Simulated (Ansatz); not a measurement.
# Sn4SeS3: gaps at several levels of theory

One table from this session's results is given with a row withheld; the runs are named, their logs left out.

Program: Ansatz 0.2.0. Level of theory: DFT PBEsol, scalar-relativistic, plane waves, PAW. These are calculated values, not measurements.

That is the level of the relaxation; later steps name their own.

## The starting structure

It takes space group P2_1 (No. 4, monoclinic). The conventional cell has a = 8.040 Å, b = 4.370 Å, c = 11.293 Å, α = 90.00°, β = 90.00°, γ = 90.00°. Around Sn (site symmetry 1) lie 3 S at 2.65 to 2.69 Å. Sn (site symmetry 1) is surrounded by 2 Se at 2.65 to 2.69 Å and 1 S at 2.69 Å. Around Sn (site symmetry 1) lie 2 S at 2.65 to 2.69 Å and 1 Se at 2.69 Å. Se (site symmetry 1) has 3 Sn at 2.65 to 2.69 Å as nearest neighbours. S (site symmetry 1) is surrounded by 3 Sn at 2.65 to 2.69 Å.

As a file:

```
Sn Se S
1.0
    11.29276    0.00000    0.00000
     0.00000    8.04004    0.00000
     0.00000    0.00000    4.36989
Sn Se S
8 2 6
Direct
  0.11940 0.12500 0.11980
  0.11940 0.62500 0.11980
  0.38060 0.37500 0.61980
  0.38060 0.87500 0.61980
  0.61940 0.12500 0.38020
  0.61940 0.62500 0.38020
  0.88060 0.37500 0.88020
  0.88060 0.87500 0.88020
  0.85080 0.12500 0.47930
  0.64920 0.37500 0.97930
  0.85080 0.62500 0.47930
  0.64920 0.87500 0.97930
  0.35080 0.12500 0.02070
  0.35080 0.62500 0.02070
  0.14920 0.37500 0.52070
  0.14920 0.87500 0.52070
```

Set-up of the first run:

(A quick probe on a coarse mesh, which set the mesh and smearing, is not shown.)

Input file input.yaml:

```yaml
crystal:
  lattice:
    - [11.29275712, 0.0, 0.0]
    - [0.0, 8.04003976, 0.0]
    - [0.0, 0.0, 4.36989369]
  atoms:
    - { symbol: Sn, position: [0.1194, 0.125, 0.1198] }
    - { symbol: Sn, position: [0.1194, 0.625, 0.1198] }
    - { symbol: Sn, position: [0.3806, 0.375, 0.6198] }
    - { symbol: Sn, position: [0.3806, 0.875, 0.6198] }
    - { symbol: Sn, position: [0.6194, 0.125, 0.3802] }
    - { symbol: Sn, position: [0.6194, 0.625, 0.3802] }
    - { symbol: Sn, position: [0.8806, 0.375, 0.8802] }
    - { symbol: Sn, position: [0.8806, 0.875, 0.8802] }
    - { symbol: Se, position: [0.8508, 0.125, 0.4793] }
    - { symbol: S, position: [0.8508, 0.625, 0.4793] }
    - { symbol: Se, position: [0.6492, 0.375, 0.9793] }
    - { symbol: S, position: [0.6492, 0.875, 0.9793] }
    - { symbol: S, position: [0.3508, 0.125, 0.0207] }
    - { symbol: S, position: [0.3508, 0.625, 0.0207] }
    - { symbol: S, position: [0.1492, 0.375, 0.5207] }
    - { symbol: S, position: [0.1492, 0.875, 0.5207] }
basis:
  ecutwfc: 420
kpoints:
  mp_grid: { grid: [2, 4, 4] }
hamiltonian:
  xc: pbesol
scf:
  occupations: { method: gaussian, width: 0.1 }
output:
  forces: true
  stress: true
  eigenvalues: true
relax:
  adjacent_minimum: "off"
  f_tol: 0.05
  max_steps: 80
  cell: { stress_tol: 0.5 }
```

Command:

```bash
$ ansatz run input.yaml --threads 4 --pin off --max-ram 10240MiB --backend cpu --events-out ev --progress --plain --runs-dir out
```

Among the steps run: Rough relaxation on the coarse mesh; Relaxing cell and atoms; Band edges over the whole zone; The run at PBEsol; Levels with PBEsol on the hybrid's mesh; The run at HSE06; Levels with PBEsol, spin-orbit coupling; The run at r2SCAN.

One of the session's tables, all rows but one given; the rest of the session is left out.

| level | gap (eV) | least direct gap (eV) |
| --- | --- | --- |
| PBEsol | 0.53 | 0.61 |
| PBEsol on the hybrid's mesh | 0.53 | 0.61 |
| HSE06 | ? | ? |
| PBEsol, spin-orbit coupling | 0.50 | 0.58 |
| r2SCAN | 0.76 | 0.95 |

Estimate the missing values for HSE06.

**Answer.** gap (eV): 0.91; least direct gap (eV): 1.08. In the column «gap (eV)» it is the highest.

Gaps are by band count over the mesh and the named points; a gap of 0 means that the bands overlap or touch.
